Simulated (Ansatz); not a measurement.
# C2HF2Ge (SMILES C#[C][Ge]([F])[F]): UCCSD/6-31G(d) (spherical functions)

Aim: the vertical ionisation energy of C2HF2Ge at UCCSD/6-31G* (spherical functions), from 2 runs. 

Program for the calculation: Ansatz 0.2.0.

69 further runs of the same task are left out: 69 set aside as unsound or not needed.

**1. The system as given**

C2HF2Ge: 6 atoms, total charge 0, spin state doublet. SMILES: `C#[C][Ge]([F])[F]`. The shape is that of a PBE0-D4/def2-TZVP optimisation.

Bond lengths: C1–C2 1.206 Å, C2–Ge3 1.892 Å, Ge3–F4 1.728 Å, Ge3–F5 1.728 Å, C1–H6 1.067 Å. Angles: C1–C2–Ge3 171.1°, C2–Ge3–F4 108.5°, C2–Ge3–F5 108.5°, F4–Ge3–F5 104.7°, C2–C1–H6 178.2°.

**2. The energy at UCCSD/6-31G(d) (spherical functions)**

Input file run.yaml:

```yaml
crystal:
  periodic: [false, false, false]
  atoms:
    - symbol: C
      position_ang: [-0.190100, 0.518400, 1.692900]
    - symbol: C
      position_ang: [-0.131400, 0.204200, 0.530300]
    - symbol: Ge
      position_ang: [-0.289600, -0.139700, -1.323100]
    - symbol: F
      position_ang: [-0.276600, -1.850600, -1.565100]
    - symbol: F
      position_ang: [1.142900, 0.424100, -2.108200]
    - symbol: H
      position_ang: [-0.213200, 0.779700, 2.727000]
basis:
  gaussian:
    orbitals: 6-31G_st_-spherical.json
magnetization:
  spin_polarized: true
  initial_magnetization: 1
correlation:
  method: ccsd
  frozen_orbitals: {C: 1, F: 1, Ge: 9, H: 0}
accuracy: high
scf:
  omitted_lower_state_checks: [cluster_reference, increment]
```

The basis set 6-31G* is read from a file made from the Basis Set Exchange's data (not shown).

Command:

```bash
$ ansatz run run.yaml --threads 1 --pin off --max-ram 3480MiB --events-out events.jsonl --progress --plain --runs-dir runs
```

Log (excerpt; [...] marks lines left out):

```text
Warning: RAYON_NUM_THREADS=1 ignored (pool sized by the plan → 1); use --threads N
Functional definition: HF
  name "HF"
[...]
1871 factors; integrals over basis functions are off by at most 9.0e-9 eV
[...]
mean field -63953.49323908 eV, -2350.2475273014 hartree, gradient 2.6e-8 eV, S^2 0.762267; 3 other end points of the search recorded, 0 dependent functions left out
13 core orbitals not correlated: weight in the atoms' cores, before any rotation towards them, 1.000 or more for the frozen orbitals, at most 0.000 for the correlated occupied ones
reference -63953.49323908 eV, -2350.2475273014 hartree; 19, 18 occupied and 58, 59 virtual orbitals, 1871 factors
second order -22.34040581 eV of doubles, -0.00000000 eV of singles
cycle   1  -21.56448110 eV  change    7.8e-1 eV  update   1.3e-1
[...]
cycle  26  -22.35858649 eV  change  -7.5e-10 eV  update   1.9e-9
Total energy: -63975.85182557 eV, -2351.0691901997 hartree
Checks for a lower state left out: cluster_reference, increment
```

Run time: 94 s. Hardware: 1 thread of Arm Neoverse V2, shared host; peak memory 1 GiB.

**3. The singlet cation at the same level**

Input file job.yaml:

```yaml
basis:
  gaussian: {orbitals: 6-31G_st_-spherical.json}
crystal:
  periodic: [false, false, false]
  atoms:
    - {symbol: C, position_ang: [-0.190100, 0.518400, 1.692900]}
    - {symbol: C, position_ang: [-0.131400, 0.204200, 0.530300]}
    - {symbol: Ge, position_ang: [-0.289600, -0.139700, -1.323100]}
    - {symbol: F, position_ang: [-0.276600, -1.850600, -1.565100]}
    - {symbol: F, position_ang: [1.142900, 0.424100, -2.108200]}
    - {symbol: H, position_ang: [-0.213200, 0.779700, 2.727000]}
total_charge: 1
correlation: {method: ccsd, frozen_orbitals: {C: 1, F: 1, Ge: 9, H: 0}}
accuracy: high
scf: {omitted_lower_state_checks: [cluster_reference, increment]}
```

The basis set 6-31G* is read from a file made from the Basis Set Exchange's data (not shown).

Command:

```bash
$ ansatz run job.yaml --threads 1 --pin off --max-ram 3480MiB --events-out events.jsonl --progress --plain --runs-dir runs
```

Log (excerpt; [...] marks lines left out):

```text
Warning: RAYON_NUM_THREADS=1 ignored (pool sized by the plan → 1); use --threads N
[... 2 set-up lines as earlier in the session ...]
[...]
1872 factors; integrals over basis functions are off by at most 9.0e-9 eV
[...]
mean field -63943.59233009 eV, -2349.8836756071 hartree, gradient 2.7e-8 eV, S^2 0.000000; 0 other end points of the search recorded, 0 dependent functions left out; unrestricted orbitals would lower it
13 core orbitals not correlated: weight in the atoms' cores, before any rotation towards them, 1.000 or more for the frozen orbitals, at most 0.000 for the correlated occupied ones
reference -63943.59233009 eV, -2349.8836756071 hartree; 18, 18 occupied and 59, 59 virtual orbitals, 1872 factors
second order -22.79568382 eV of doubles, -0.00000000 eV of singles
cycle   1  -21.73754570 eV  change     1.1e0 eV  update   1.6e-1
[...]
cycle  27  -22.65958774 eV  change    1.4e-9 eV  update   3.1e-9
Total energy: -63966.25191783 eV, -2350.7164000974 hartree
Checks for a lower state left out: cluster_reference, increment
```

It took 26 s on 1 thread of Arm Neoverse V2, shared host; peak memory 0.52 GiB.

**4. Summary of results**

Level: UCCSD/6-31G* (spherical functions), 13 core orbitals frozen.

| quantity | value |
| --- | --- |
| doublet C2HF2Ge: total energy | -2351.06919 Eh |
| doublet C2HF2Ge: correlation energy (13 core orbitals frozen) | -821.7 mEh |
| doublet C2HF2Ge: ⟨S²⟩ of the reference determinant | 0.762 |
| doublet C2HF2Ge: T1 diagnostic | 0.016 |
| singlet cation: total energy | -2350.71640 Eh |
| singlet cation: correlation energy (13 core orbitals frozen) | -832.7 mEh |
| singlet cation: T1 diagnostic | 0.019 |
| vertical ionisation energy (to the singlet cation) | 9.600 eV |

The vertical ionisation energy comes to 9.60 eV (926 kJ/mol). Only the singlet of the ionised species was computed; a triplet could lie lower. The restricted solution (singlet cation) is unstable to spin breaking: an unrestricted one lies lower.
